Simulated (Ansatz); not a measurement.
# Ga2BAs3: the cost of one run

Program: Ansatz 0.2.0. Level of theory: DFT PBE, scalar-relativistic, plane waves, PAW. These are calculated values, not measurements.

### 1 The structure to begin with

It takes space group P3m1 (No. 156, trigonal). The conventional cell has a = 3.800 Å, b = 3.800 Å, c = 9.309 Å, α = 90.00°, β = 90.00°, γ = 120.00°. Around Ga (site symmetry 3m) lie 4 As at 2.33 Å. B (site symmetry 3m) is surrounded by 4 As at 2.33 Å. As (site symmetry 3m) is surrounded by 3 B at 2.33 Å and 1 Ga at 2.33 Å. As (site symmetry 3m) has 3 Ga at 2.33 Å and 1 B at 2.33 Å as nearest neighbours. As (site symmetry 3m) has 4 Ga at 2.33 Å as nearest neighbours.

Coordinates:

```cif
data_structure
_symmetry_space_group_name_H-M 'P 1'
_symmetry_Int_Tables_number 1
_cell_length_a 3.8003
_cell_length_b 3.8003
_cell_length_c 9.3088
_cell_angle_alpha 90.000
_cell_angle_beta 90.000
_cell_angle_gamma 120.000
_cell_volume 116.43
loop_
_atom_site_label
_atom_site_type_symbol
_atom_site_fract_x
_atom_site_fract_y
_atom_site_fract_z
_atom_site_occupancy
Ga1 Ga 0.00000 0.00000 0.00000 1
Ga2 Ga 0.66667 0.33333 0.33333 1
B1 B 0.33333 0.66667 0.66667 1
As1 As 0.00000 0.00000 0.75000 1
As2 As 0.33333 0.66667 0.41667 1
As3 As 0.66667 0.33333 0.08333 1
```

The start is an ordering of an alloy on its end members' structure types: elements ordered on the sites of the BAs type, B/Ga on B (P3m1, No. 156).

### 2 A first look at the guess

Input file input.yaml:

```yaml
crystal:
  lattice:
    - [3.80028304, 0.0, 0.0]
    - [-1.90014152, 3.29114165, 0.0]
    - [0.0, 0.0, 9.30875432]
  atoms:
    - { symbol: Ga, position: [0.0, 0.0, 0.0] }
    - { symbol: Ga, position: [0.66666667, 0.33333333, 0.33333333] }
    - { symbol: B, position: [0.33333333, 0.66666667, 0.66666667] }
    - { symbol: As, position: [0.0, 0.0, 0.75] }
    - { symbol: As, position: [0.33333333, 0.66666667, 0.41666667] }
    - { symbol: As, position: [0.66666667, 0.33333333, 0.08333333] }
basis:
  ecutwfc: 420
kpoints:
  mp_grid: { grid: [6, 6, 2] }
hamiltonian:
  xc: pbe
scf:
  occupations: { method: gaussian, width: 0.1 }
  lower_state_search: "off"
output:
  forces: true
  stress: true
  eigenvalues: true
```

The run is started by

```console
$ ansatz run input.yaml --threads 1 --pin off --max-ram 2560MiB --backend cpu --events-out ev --progress --plain --runs-dir out
```

**Question.** How long does this run take on 1 thread of Intel Xeon 6975P-C (Granite Rapids), shared host, and how much memory does it need?

About 3 s, with a peak of 0.41 GiB.
